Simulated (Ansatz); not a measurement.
# BiClO: the cost of one run

Program: Ansatz 0.2.0. Level of theory: DFT PBEsol, scalar-relativistic, plane waves, PAW. These are calculated values, not measurements.

1 further run of the same task is left out (set aside as unsound or not needed). Runs told in other sessions of the task aren't counted.

## Step 1: The starting structure

Symmetry: P4/nmm, No. 129, tetragonal system. Conventional cell: a = 3.879 Å, b = 3.879 Å, c = 7.364 Å, α = 90.00°, β = 90.00°, γ = 90.00°. Bi (site symmetry 4mm) has 4 O at 2.31 Å and 4 Cl at 3.04 Å in its first shell of neighbours. Cl (site symmetry 4mm) is surrounded by 4 Bi at 3.04 Å. O (site symmetry -4m2) has 4 Bi at 2.31 Å in its first shell of neighbours.

Structure file:

```
Bi Cl O
1.0
     3.87926    0.00000    0.00000
     0.00000    3.87926    0.00000
     0.00000    0.00000    7.36392
Bi Cl O
2 2 2
Cartesian
  1.9396 0.0000 2.4205
  0.0000 1.9396 4.9434
  0.0000 1.9396 1.1010
  1.9396 0.0000 6.2629
  0.0000 0.0000 3.6820
  1.9396 1.9396 3.6820
```

It is the result of an earlier relaxation at this level (volume 18.47 Å³/atom; gap on the mesh: 2.57 eV).

## Step 2: Electronic structure at the relaxed geometry

File input.yaml:

```yaml
crystal:
  lattice:
    - [3.8792606325, 0.0, 0.0]
    - [0.0, 3.8792606325, 0.0]
    - [0.0, 0.0, 7.3639175783]
  atoms:
    - { symbol: Bi, position: [0.5, 0.0, 0.328693512] }
    - { symbol: Bi, position: [0.0, 0.5, 0.671306488] }
    - { symbol: Cl, position: [0.0, 0.5, 0.1495137715] }
    - { symbol: Cl, position: [0.5, 0.0, 0.8504862285] }
    - { symbol: O, position: [0.0, 0.0, 0.5] }
    - { symbol: O, position: [0.5, 0.5, 0.5] }
basis:
  ecutwfc: 420
kpoints:
  mp_grid: { grid: [6, 6, 4] }
  band_path:
    path:
      - [[0.0, 0.0, 0.0], [0.0, 0.5, 0.0], [0.5, 0.5, 0.0], [0.0, 0.0, 0.0], [0.0, 0.0, 0.5], [0.0, 0.5, 0.5], [0.5, 0.5, 0.5], [0.0, 0.0, 0.5]]
      - [[0.0, 0.5, 0.0], [0.0, 0.5, 0.5]]
      - [[0.5, 0.5, 0.0], [0.5, 0.5, 0.5]]
    npoints: 14
hamiltonian:
  xc: pbesol
scf:
  occupations: { method: gaussian, width: 0.02 }
  n_extra_bands: 15
output:
  forces: true
  stress: true
  eigenvalues: true
  populations: true
  dos: { projected: true, de: 0.02, nscf_kmesh: { grid: [9, 9, 6] } }
  bader: true
  write_density: true
  write_potential: true
  elf: true
  volumetric_format: npy
```

Run with:

```
> ansatz run input.yaml --threads 2 --pin off --max-ram 5120MiB --backend cpu --events-out ev --progress --plain --runs-dir out
```

Q: Estimate wall time and peak memory on 2 threads of Intel Xeon Platinum 8488C (Sapphire Rapids), shared host.

About 26 s, with a peak of 0.65 GiB.
